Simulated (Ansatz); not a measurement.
# Rb2Ge: the cost of one run

Program: Ansatz 0.2.0. Level of theory: DFT PBE, scalar-relativistic, plane waves, PAW, unless a step names another level. These are calculated values, not measurements.

9 further runs of the same task are left out: 2 that didn't finish, 7 set aside as unsound or not needed.

## 1. What the formula suggests

Pauling electronegativities: Rb 0.82, Ge 2.01 (spread 1.19). No set of common oxidation states balances it. Tabulated atomic sizes suggest about 33 Å³/atom. 41 candidates were drawn, by swapping species into database cells of other compounds, at random by space group and Wyckoff sites, or by hand, as the table says:

```csv
name,made from,space group no.,Wyckoff sites,atoms (primitive cell),V (Å³/atom)
c01,random,71,"Rb 2c, 2a; Ge 2d",3,40.9
c02,random,109,Rb 8b; Ge 4a,6,34.0
c03,database cell of MoO2,136,Rb 4g; Ge 2b,6,33.2
c04,database cell of Eu2Mg,63,"Rb 4c, 4c; Ge 4c",6,46.6
c05,database cell of As2Os,58,Rb 4g; Ge 2a,6,28.3
c06,database cell of LiMg2,164,"Rb 2d, 2d; Ge 2d",6,46.6
c07,random,17,Rb 4e; Ge 2a,6,39.8
c08,random,156,"Rb 1c, 1b; Ge 1b",3,41.1
c09,random,187,"Rb 1c, 1f; Ge 1a",3,42.4
c10,database cell of LiMg2,187,"Rb 1e, 2g, 1b; Ge 2i",6,46.6
c11,random,166,Rb 6c; Ge 3b,3,37.2
c12,random,156,"Rb 1b, 1a; Ge 1b",3,41.1
c13,database cell of Ba2Hg,139,Rb 4e; Ge 2a,3,46.3
c14,random,38,Rb 4e; Ge 2b,3,41.4
c15,random,139,Rb 4c; Ge 2a,3,41.1
c16,random,12,"Rb 4i, 2b, 2d; Ge 4f",6,38.4
c17,random,216,"Rb 4d, 4b; Ge 4c",3,40.7
c18,random,119,"Rb 2b, 4e, 2d; Ge 2a, 2c",6,40.8
c19,random,5,Rb 4c; Ge 2a,3,35.8
c20,database cell of Au2S,224,Rb 4b; Ge 2a,6,34.6
c21,random,8,Rb 4b; Ge 2a,3,41.1
c22,random,187,Rb 2h; Ge 1b,3,38.1
c23,random,65,Rb 4j; Ge 2a,3,42.1
c24,database cell of Tm2C,166,Rb 6c; Ge 3a,3,37.0
c25,random,160,"Rb 9b, 3a; Ge 3a, 3a",6,41.8
c26,database cell of VPt2,71,Rb 4i; Ge 2a,3,32.9
c27,random,216,"Rb 4a, 4d; Ge 4c",3,34.4
c28,database cell of RhPb2,140,Rb 8h; Ge 4a,6,30.9
c29,random,47,Rb 2r; Ge 1c,3,41.1
c30,random,216,"Rb 16e; Ge 4d, 4b",6,38.6
c31,database cell of PrO2,225,Rb 8c; Ge 4a,3,28.4
c32,random,71,Rb 4j; Ge 2b,3,37.8
c33,database cell of LaBr2,194,Rb 4f; Ge 2b,6,35.5
c34,database cell of GeI2,164,Rb 2d; Ge 1a,3,31.8
c35,database cell of Cu2Se,216,"Rb 4d, 4b; Ge 4a",3,32.3
c36,random,194,"Rb 2b, 2a; Ge 2d",6,38.8
c37,random,119,Rb 4e; Ge 2d,3,36.3
c38,random,132,Rb 4i; Ge 2b,6,40.3
c39,random,12,"Rb 2a, 2d; Ge 2c",3,42.0
c40,database cell of YSi2,191,Rb 2d; Ge 1a,3,34.3
c41,database cell of MoS2,194,Rb 4f; Ge 2d,6,31.6
```

## 2. Screening run of c07

Contents of input.yaml:

```yaml
crystal:
  lattice:
    - [6.97628934, 0.0, 0.0]
    - [0.0, 7.80160879, 0.0]
    - [0.0, 0.0, 4.38756136]
  atoms:
    - { symbol: Rb, position: [0.21580427, 0.69090026, 0.69969512] }
    - { symbol: Rb, position: [0.78419573, 0.30909974, 0.19969512] }
    - { symbol: Rb, position: [0.78419573, 0.69090026, 0.80030488] }
    - { symbol: Rb, position: [0.21580427, 0.30909974, 0.30030488] }
    - { symbol: Ge, position: [0.90472798, 0.0, 0.0] }
    - { symbol: Ge, position: [0.09527202, 0.0, 0.5] }
basis:
  ecutwfc: 420
kpoints:
  mp_grid: { grid: [3, 2, 4] }
hamiltonian:
  xc: pbe
scf:
  occupations: { method: gaussian, width: 0.2 }
  lower_state_search: "off"
output:
  forces: true
  stress: true
  eigenvalues: true
relax:
  adjacent_minimum: "off"
  f_tol: 0.08
  max_steps: 16
  cell: { stress_tol: 0.8 }
```

Launch:

```bash
$ ansatz run input.yaml --threads 1 --pin off --max-ram 2560MiB --backend cpu --events-out ev --progress --plain --runs-dir out
```

Q: Estimate wall time and peak memory on 1 thread of Intel Xeon Platinum 8375C at 2.90GHz (Ice Lake), shared host.

About 1.7 min, with a peak of 0.57 GiB.
